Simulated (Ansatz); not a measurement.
# C₂H₂AlF: vertical ionisation energy

Aim: the vertical ionisation energy of C₂H₂AlF, as cation minus neutral at the neutral's geometry, on several levels, and how well −ε(HOMO) stands in for it.

Computed with Ansatz 0.2.0, Gaussian basis. Level: unrestricted cation, the program's frozen cores in correlated methods.

The runs, in order: UKS PBE-D4/def2-TZVPP; UKS r2SCAN-D4/def2-TZVPP; UKS PBE0-D4/def2-TZVPP; UKS B3LYP-D4/def2-TZVPP; UKS wB97X-V/def2-TZVPP; UKS wB97M-V/def2-TZVPP; UKS B2PLYP/def2-TZVPP; UHF-CCSD(T)/def2-TZVPP; UHF-MP2/def2-QZVPP; extrapolation to the limit; then −ε(HOMO) from the neutral's earlier runs with LDA (SPW92), PBE-D4, revPBE-D4, BLYP-D4, r2SCAN-D4, B97M-V, PBE0-D4, B3LYP-D4, r2SCANh-D4, r2SCAN0-D4, HSE06-D4, BHLYP-D4, CAM-B3LYP-D4, LC-ωPBE, ωB97X-V, ωB97M-V.

### Step 1. The relaxed structure

The geometry comes from an earlier relaxation with PBE0-D4 in a triple-zeta def2 set; it is a stationary point.

SMILES `C#[C][AlH][F]`, 6 atoms, charge 0, spin multiplicity 1.

Atoms are counted from 1 here; the program's logs count them from 0.

Bond lengths: C1–C2 1.210 Å, C1–H5 1.067 Å, C2–Al3 1.894 Å, Al3–F4 1.645 Å, Al3–H6 1.567 Å. Angles: C2–C1–H5 179.7°, C1–C2–Al3 178.2°, C2–Al3–F4 117.6°, C2–Al3–H6 124.1°, F4–Al3–H6 118.2°.

### Step 2. Cation, UKS PBE-D4/def2-TZVPP

File in.yaml:

```yaml
crystal:
  periodic: [false, false, false]
  atoms:
    - {symbol: C, position_ang: [1.661888, -0.284785, -0.787047]}
    - {symbol: C, position_ang: [0.576934, -0.111614, -0.280488]}
    - {symbol: Al, position_ang: [-1.100237, 0.209681, 0.538117]}
    - {symbol: F, position_ang: [-2.307588, -0.871416, 0.253864]}
    - {symbol: H, position_ang: [2.616996, -0.441715, -1.235955]}
    - {symbol: H, position_ang: [-1.405893, 1.435748, 1.465308]}
basis:
  gaussian: {orbitals: def2-TZVPP}
total_charge: 1
magnetization: {spin_polarized: true, initial_magnetization: 1}
hamiltonian: {xc: pbe, dispersion: d4}
```

The runs that follow: Cation, UKS r2SCAN-D4/def2-TZVPP; Cation, UKS PBE0-D4/def2-TZVPP; Cation, UKS B3LYP-D4/def2-TZVPP; Cation, UKS wB97X-V/def2-TZVPP; Cation, UKS wB97M-V/def2-TZVPP; Cation, UKS B2PLYP (frozen core)/def2-TZVPP; Cation, UHF-CCSD(T)/def2-TZVPP; Cation, UHF-MP2/def2-QZVPP.

**Question.** What will the summary of the whole plan be? Wanted: ionisation energy, CCSD(T)/CBS; nearest functional by difference; nearest −ε(HOMO); −ε(HOMO) of PBE; T1 of the cation.

**Answer**, as computed:

| quantity | value |
| --- | --- |
| ionisation energy, CCSD(T)/CBS | 11.28 eV |
| nearest functional by difference | B2PLYP (-0.19 eV) |
| nearest −ε(HOMO) | LC-ωPBE (+0.07 eV) |
| −ε(HOMO) of PBE | 7.31 eV |
| T1 of the cation | 0.018 |

Energy differences with functionals land within 0.59 eV of the reference. −ε(HOMO) of PBE misses by 4.0 eV, since self-interaction lifts the level. Among orbital estimates LC-ωPBE comes nearest. Hartree-Fock falls 1.68 eV short, as the neutral has more correlation energy than the cation.
